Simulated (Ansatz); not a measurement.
# Ir2Rh: the cost of one run

Method: DFT PBE, scalar-relativistic, plane waves, PAW, in Ansatz 0.2.0.

1 further run of the same task is left out (it didn't finish). Runs told in other sessions of the task aren't counted.

### Step 1. The structure to begin with

Symmetry: P-6m2, No. 187, hexagonal system. The conventional cell has a = 2.739 Å, b = 2.739 Å, c = 13.293 Å, α = 90.00°, β = 90.00°, γ = 120.00°. Ir (site symmetry 3m) has 9 Ir at 2.73 to 2.74 Å and 3 Rh at 2.73 Å in its first shell of neighbours. Ir (site symmetry -6m2) has 6 Rh at 2.71 Å and 6 Ir at 2.74 Å in its first shell of neighbours. Ir (site symmetry -6m2) has 12 Ir at 2.73 to 2.74 Å in its first shell of neighbours. Rh (site symmetry 3m) is surrounded by 6 Ir at 2.71 to 2.73 Å and 6 Rh at 2.74 Å.

Coordinates:

```
CELL_PARAMETERS angstrom
2.73916 0.00000 0.00000
-1.36958 2.37218 0.00000
0.00000 0.00000 13.29335
ATOMIC_POSITIONS crystal
Ir 0.33333 0.66667 0.83297
Ir 0.33333 0.66667 0.16703
Ir 0.33333 0.66667 0.50000
Ir 0.66667 0.33333 0.00000
Rh 0.66667 0.33333 0.33420
Rh 0.66667 0.33333 0.66580
```

It is the end of an earlier relaxation with the same method, from a generated guess; it is a trial structure. At a tolerance of 0.05 Å it has space group P-6m2 (No. 187); it has 14.40 Å³/atom, an uncorrected energy of +0.04 eV/atom over the elements.

### Step 2. Electronic structure at the relaxed geometry

Input file input.yaml:

```yaml
crystal:
  lattice:
    - [2.7391563842, 0.0, 0.0]
    - [-1.3695781921, 2.3721790137, 0.0]
    - [0.0, 0.0, 13.2933463]
  atoms:
    - { symbol: Ir, position: [0.3333333333, 0.6666666667, 0.832968] }
    - { symbol: Ir, position: [0.3333333333, 0.6666666667, 0.167032] }
    - { symbol: Ir, position: [0.3333333333, 0.6666666667, 0.5] }
    - { symbol: Ir, position: [0.6666666667, 0.3333333333, 0.0] }
    - { symbol: Rh, position: [0.6666666667, 0.3333333333, 0.334198] }
    - { symbol: Rh, position: [0.6666666667, 0.3333333333, 0.665802] }
basis:
  ecutwfc: 420
kpoints:
  mp_grid: { grid: [18, 18, 4] }
  band_path:
    path:
      - [[0.0, 0.0, 0.0], [0.5, 0.0, 0.0], [0.33333333, 0.33333333, 0.0], [0.0, 0.0, 0.0], [0.0, 0.0, 0.5], [0.5, 0.0, 0.5], [0.33333333, 0.33333333, 0.5], [0.0, 0.0, 0.5]]
      - [[0.5, 0.0, 0.5], [0.5, 0.0, 0.0]]
      - [[0.33333333, 0.33333333, 0.5], [0.33333333, 0.33333333, 0.0]]
    npoints: 14
hamiltonian:
  xc: pbe
scf:
  occupations: { method: gaussian, width: 0.1 }
  n_extra_bands: 15
output:
  forces: true
  stress: true
  eigenvalues: true
  populations: true
  dos: { projected: true, de: 0.02, nscf_kmesh: { grid: [22, 22, 5] } }
  bader: true
  write_density: true
  write_potential: true
  elf: true
  volumetric_format: npy
```

Started as:

```
> ansatz run input.yaml --threads 4 --pin off --max-ram 8192MiB --backend cpu --events-out ev --progress --plain --runs-dir out
```

**Question.** How long does this run take on 4 threads of Arm Neoverse N1, shared host, and how much memory does it need?

About 98 s, with a peak of 0.94 GiB.
